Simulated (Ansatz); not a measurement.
**ScPt: a single-point run**

Aim: a sound single-point run of ScPt. The structure is shown as the input types it.

Method: DFT, r2SCAN, PAW with Ansatz's default frozen-core files, scalar-relativistic, in Ansatz 0.2.0.

## 1. Starting point

It takes space group R3m (No. 160, trigonal). The conventional cell has a = 4.624 Å, b = 4.624 Å, c = 5.664 Å, α = 90.00°, β = 90.00°, γ = 120.00°. Around Sc (site symmetry 3m) lie 1 Pt at 1.81 Å. Pt (site symmetry 3m) is surrounded by 1 Sc at 1.81 Å.

The input asks for a charge of +10 e on the cell.

As a file:

```
CELL_PARAMETERS angstrom
3.27000 0.00000 0.00000
0.00000 3.27000 0.00000
0.00000 0.00000 3.27000
ATOMIC_POSITIONS crystal
Sc 0.41000 0.41000 0.41000
Pt 0.09000 0.09000 0.09000
```

## 2. The calculation

The input, input.yaml:

```yaml
crystal:
  lattice:
    - [3.27, 0.0, 0.0]
    - [0.0, 3.27, 0.0]
    - [0.0, 0.0, 3.27]
  atoms:
    - { symbol: Sc, position: [0.41, 0.41, 0.41] }
    - { symbol: Pt, position: [0.09, 0.09, 0.09] }
kpoints:
  mp_grid: { grid: [9, 9, 9] }
scf:
  occupations: { method: fermi_dirac, width: 0.05 }
  max_iter: 100
hamiltonian:
  xc: r2scan
  pseudopotentials: { kind: paw }
output:
  forces: true
  stress: true
  eigenvalues: true
  efg: { contact_densities: true }
  populations: true
total_charge: 10
```

On the command line:

```
ansatz run input.yaml --threads 1 --pin off --max-ram 2048MiB --backend cpu --events-out ev --progress --plain --runs-dir out
```

What happens when this is run?

The program finished normally, with warnings (gradients without spin orbit). It gives a pressure of 169 GPa and a largest force of 46.2 eV/Å, which is large; a structure far from rest gives such values too, whatever the setting.

Look at the input: total_charge is 10. The net charge is not the one intended, so the run treats another number of electrons.

To check: delete total_charge (the default then holds).
